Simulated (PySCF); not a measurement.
# CH5NSSi: the cost of one run

Computed with PySCF 2.14.0, with density-fitted response routines of our own, on a single molecule in the gas phase. Atoms count from 0, in the outputs and in this text.

**1. The molecule as given**

9 atoms, charge 0, multiplicity 1; geometry from: GFN2-xTB. The atoms were then displaced at random by about 0.01 Å, so the start is not that level's minimum.

Bonds of the start (Å): N0–C1 1.27, C1–Si2 1.92, Si2–S3 2.11, N0–H4 1.03, C1–H5 1.10, Si2–H6 1.45, Si2–H7 1.44, S3–H8 1.30.

**2. Optimising the geometry at PBE0-D3(BJ)/def2-SVP**

Job settings and geometry (Å):

```
{"job": {"xc": "PBE0", "basis": "def2-SVP", "d3": "d3bj", "grid": 1, "shake": 0.01, "kind": "geom"}, "charge": 0, "multiplicity": 1}
N      2.053580     0.305820    -0.211300
C      0.977830     0.219100     0.464960
Si    -0.652780    -0.692390     0.019150
S     -2.213410     0.725700     0.176460
H      2.014370    -0.143300    -1.132570
H      1.016960     0.737370     1.428800
H     -0.553140    -1.192910    -1.342050
H     -0.925100    -1.698810     1.015250
H     -1.660490     1.722270    -0.452430
```

On the command line:

```bash
OMP_NUM_THREADS=1 python probes_run.py task.json out
```

This one command runs all jobs of the session in turn.

**Question.** How long does this first job take on 1 thread of Arm Neoverse V1, shared host, and how much memory does it need?

About 21 s, with a peak of 0.37 GiB.
